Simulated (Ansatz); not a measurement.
# CH5ClNOY: small, medium and large basis sets

Aim: see how fast density functionals converge with the basis set for CH5ClNOY.

Method: one geometry, several basis sets; program: Ansatz 0.2.0, Gaussian basis.

The runs, in order: PBE0-D4/def2-SVP; ωB97M-V/def2-SVP; PBE0-D4/def2-QZVPP; ωB97M-V/def2-QZVPP; the functionals' def2-TZVPP values are taken from earlier runs.

### 1 The relaxed structure

An earlier PBE0-D4 in a triple-zeta def2 set relaxation fixed the geometry. Y takes the def2 core potential; no spin-orbit term is included.

SMILES `C[O][Y]([NH2])[Cl]`, 10 atoms, charge 0, spin multiplicity 1.

Atoms are counted from 1 here; the program's logs count them from 0.

Bond lengths: C1–O2 1.389 Å, C1–H6 1.097 Å, C1–H7 1.097 Å, C1–H8 1.097 Å, O2–Y3 2.002 Å, Y3–N4 2.129 Å, Y3–Cl5 2.498 Å, N4–H9 1.013 Å, N4–H10 1.014 Å. Angles: O2–C1–H6 111.0°, O2–C1–H7 111.0°, O2–C1–H8 111.4°, H6–C1–H7 107.6°, H6–C1–H8 107.9°, H7–C1–H8 107.8°, C1–O2–Y3 175.3°, O2–Y3–N4 114.2°, O2–Y3–Cl5 126.2°, N4–Y3–Cl5 119.7°, Y3–N4–H9 127.3°, Y3–N4–H10 126.3°, H9–N4–H10 106.4°.

Coordinates:

```
C    -1.2087   -1.8312    0.4569
O    -0.4263   -0.7936   -0.0321
Y     0.7051    0.6224   -0.8816
N     1.1232    2.2809    0.3856
Cl    1.6095    0.5869   -3.2100
H    -2.1356   -1.4489    0.9016
H    -0.6756   -2.3936    1.2331
H    -1.4827   -2.5354   -0.3384
H     0.8183    2.4151    1.3421
H     1.6729    3.0975    0.1429
```

### 2 PBE0-D4 in def2-SVP

Input file in.yaml:

```yaml
crystal:
  periodic: [false, false, false]
  atoms:
    - {symbol: C, position_ang: [-1.208732, -1.831236, 0.456862]}
    - {symbol: O, position_ang: [-0.426292, -0.793622, -0.032111]}
    - {symbol: Y, position_ang: [0.705116, 0.622387, -0.881646]}
    - {symbol: N, position_ang: [1.123227, 2.280885, 0.385640]}
    - {symbol: Cl, position_ang: [1.609519, 0.586912, -3.209957]}
    - {symbol: H, position_ang: [-2.135618, -1.448867, 0.901557]}
    - {symbol: H, position_ang: [-0.675607, -2.393582, 1.233109]}
    - {symbol: H, position_ang: [-1.482730, -2.535432, -0.338447]}
    - {symbol: H, position_ang: [0.818266, 2.415058, 1.342102]}
    - {symbol: H, position_ang: [1.672861, 3.097507, 0.142880]}
basis:
  gaussian: {orbitals: def2-SVP}
hamiltonian: {xc: pbe0, dispersion: d4}
output: {orbitals: {seedname: orbitals}}
```

After this run come: ωB97M-V in def2-SVP; PBE0-D4 in def2-QZVPP; ωB97M-V in def2-QZVPP.

Q: Predict the results of all the runs planned. Wanted: PBE0-D4: double and triple zeta above quadruple; ωB97M-V: double and triple zeta above quadruple.

As calculated:

| quantity | value |
| --- | --- |
| PBE0-D4: double and triple zeta above quadruple | 10.68, 0.73 eV |
| ωB97M-V: double and triple zeta above quadruple | 10.80, 0.69 eV |

In words: For PBE0-D4 the step from double to triple zeta gains 9.95 eV and the next only 0.73 eV. Total energies overstate the basis error of differences, where much of it tends to cancel.
